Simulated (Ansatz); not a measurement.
# SiC: the cost of one run

Method: DFT r²SCAN, frozen-core PAW, scalar-relativistic unless said, in Ansatz 0.2.0.

**1. The system as given**

The structure is cubic, space group F-43m (No. 216). The conventional cell has a = 4.358 Å, b = 4.358 Å, c = 4.358 Å, α = 90.00°, β = 90.00°, γ = 90.00°. Si (site symmetry -43m) has 4 C at 1.89 Å as nearest neighbours. C (site symmetry -43m) has 4 Si at 1.89 Å as nearest neighbours.

Coordinates:

```
CELL_PARAMETERS angstrom
0.00000 2.17900 2.17900
2.17900 0.00000 2.17900
2.17900 2.17900 0.00000
ATOMIC_POSITIONS crystal
Si 0.00000 0.00000 0.00000
C 0.75000 0.75000 0.75000
```

Cartesian axes are those of the input's lattice vectors. The structure goes back to a database entry.

**2. Cell and atoms relaxed, PAW**

input.yaml reads:

```yaml
crystal:
  lattice:
    - [0.0, 2.179, 2.179]
    - [2.179, 0.0, 2.179]
    - [2.179, 2.179, 0.0]
  atoms:
    - { symbol: Si, position: [0.0, 0.0, 0.0] }
    - { symbol: C, position: [0.75, 0.75, 0.75] }
kpoints:
  mp_grid: { grid: [12, 12, 12] }
scf:
  occupations: { method: fermi_dirac, width: 0.1 }
hamiltonian:
  xc: r2scan
  pseudopotentials: { kind: paw }
relax:
  f_tol: 0.002
  max_steps: 80
  cell: {}
output:
  forces: true
  stress: true
```

On the command line:

```bash
ansatz run input.yaml --threads 1 --pin off --max-ram 3072MiB --backend cpu --events-out ev --progress --plain --runs-dir out
```

What time and memory should one allow on 1 thread of Intel Xeon Platinum 8375C at 2.90GHz (Ice Lake), shared host?

About 13 s, with a peak of 0.42 GiB.
